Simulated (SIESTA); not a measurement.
Crystal: CS2.

```xyz
6
Lattice="3.6458 -2.9943 0.0000 3.6458 2.9943 0.0000 0.0000 0.0000 9.8513" Properties=species:S:1:pos:R:3 pbc="T T T"
S     3.6458    1.9073    8.7368
S     3.6458    1.0871    3.8111
S     3.6458   -1.0871    6.0401
S     3.6458   -1.9073    1.1145
C     3.6458    0.0000    4.9256
C     0.0000    0.0000    0.0000
```

The cell comes from a database or a generator and needn't be the stable form of this composition.

Base run:

| Quantity | Value |
| --- | --- |
| Program | SIESTA 5.4.2 |
| Functional | PBE |
| Potentials or basis | PseudoDojo 0.4 standard (PBE files) |
| Basis | DZP (energy shift 0.003 Ry) |
| Grid cutoff | 500 Ry |
| Energy shift | 0.003 Ry |
| k mesh | 6 × 6 × 3 |
| Occupations | fermi-dirac, width 0.05 eV |
| Spin | no spin polarisation |

Its results: band gap on the k mesh 3.43 eV, direct; pressure 2.0 GPa; largest force 1.664 eV/Å.

Q: The run is repeated on the same cell with these changes: functional from PBE to LDA; potentials or basis from PseudoDojo 0.4 standard (PBE files) to PseudoDojo 0.4 standard (LDA files). What comes out?

A: Band gap on the k mesh 3.36 eV, direct; pressure 0.5 GPa; largest force 1.230 eV/Å.

Caveats: the basis of atomic orbitals isn't converged, which shifts pressures, moduli and gaps; forces of over 1 eV/Å show positions far from the minimum, so gaps and moduli don't describe the material at rest.

Not every run made on this cell is shown here.
